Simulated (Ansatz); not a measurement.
Run this with the Python package of Ansatz (0.2.0) and show what comes out.

The script reads `input.yaml`:
```yaml
crystal:
  periodic: [false, false, false]
  atoms:
    - { symbol: "N", position_ang: [-0.784, 0.6021, 1.2445] }
    - { symbol: Si, position_ang: [0.1354, 0.1727, -0.1072] }
    - { symbol: O, position_ang: [1.6687, 0.0237, 0.3409] }
    - { symbol: O, position_ang: [-0.4174, -1.2737, -0.5134] }
    - { symbol: Cl, position_ang: [0.0542, 1.3799, -1.7404] }
    - { symbol: H, position_ang: [-1.7586, 0.9154, 0.8731] }
    - { symbol: H, position_ang: [2.2899, -0.3668, -0.3212] }
    - { symbol: H, position_ang: [-1.0961, -1.5104, 0.1678] }
magnetization:
  spin_polarized: true
  initial_magnetization: 1
basis:
  gaussian: { orbitals: def2-SVP }
correlation:
  method: mp2
output:
  forces: true
```

`deck_clh3no2si.py`
```python
"""Run ClH3NO2Si from an input written out key by key."""

import ansatz as az
import numpy as np


def main() -> None:
    session = az.Session.from_deck("input.yaml")
    r = session.plan(threads=1).execute().report

    print(f"E = {r['free_energy_ev']:.6f} eV = {r['free_energy_ev'] / 27.211386246:.7f} Ha")
    print("converged:", r["converged"], " doubts:", r["published_state_doubts"] or "none")
    symbols = ["N", "Si", "O", "O", "Cl", "H", "H", "H"]
    parts = r["correlation"]
    for name in ("random_phase", "coupled_cluster", "perturbative"):
        if name in parts:
            print(f"{name:16s} {parts[name]['energy']['hartree']:12.7f} Ha")
    if "second_order" in parts:
        pair = parts["second_order"]
        print(f"MP2 same spin {pair['same_spin']['hartree']:.7f} Ha, opposite spin {pair['opposite_spin']['hartree']:.7f} Ha")
    state = r["mean_field"]["state"]
    print(f"mean field: {state['energy']['hartree']:.7f} Ha, <S^2> = {abs(state['spin_squared']):.4f}, stability: {state.get('stability', {}).get('kind')}")

    forces = np.array(r["forces_ev_ang"])
    print("largest force", round(float(np.linalg.norm(forces, axis=1).max()), 4), "eV/A, rms", round(float(np.sqrt((forces ** 2).mean())), 4))
    charges = r["charge_distribution"]
    print("dipole moment", round(4.803205 * float(np.linalg.norm(charges["dipole_moment_e_ang"])), 3), "D")
    print("Mulliken:", [(s, round(q, 3)) for s, q in zip(symbols, charges["mulliken_charges_e"])])


if __name__ == "__main__":
    main()
```

Running `python deck_clh3no2si.py` prints:
```text
E = -25981.168708 eV = -954.7903394 Ha
converged: True  doubts: none
MP2 same spin -0.1920125 Ha, opposite spin -0.5329926 Ha
mean field: -954.0653342 Ha, <S^2> = 0.7576, stability: minimum
largest force 3.5672 eV/A, rms 1.3096
dipole moment 1.375 D
Mulliken: [('N', -0.34), ('Si', 0.89), ('O', -0.427), ('O', -0.427), ('Cl', -0.296), ('H', 0.16), ('H', 0.227), ('H', 0.213)]
```

Total energies depend on the basis set; only differences at equal settings carry meaning. The geometry is a force-field or estimated start, not a minimum of this method, and the basis set is short of its limit. The run takes the species as open-shell (spin multiplicity 2), which needn't be its ground state. Hardware and time: 8.5 s on 1 thread of Arm Neoverse V1, on a shared host, peak memory 0.3 GiB.
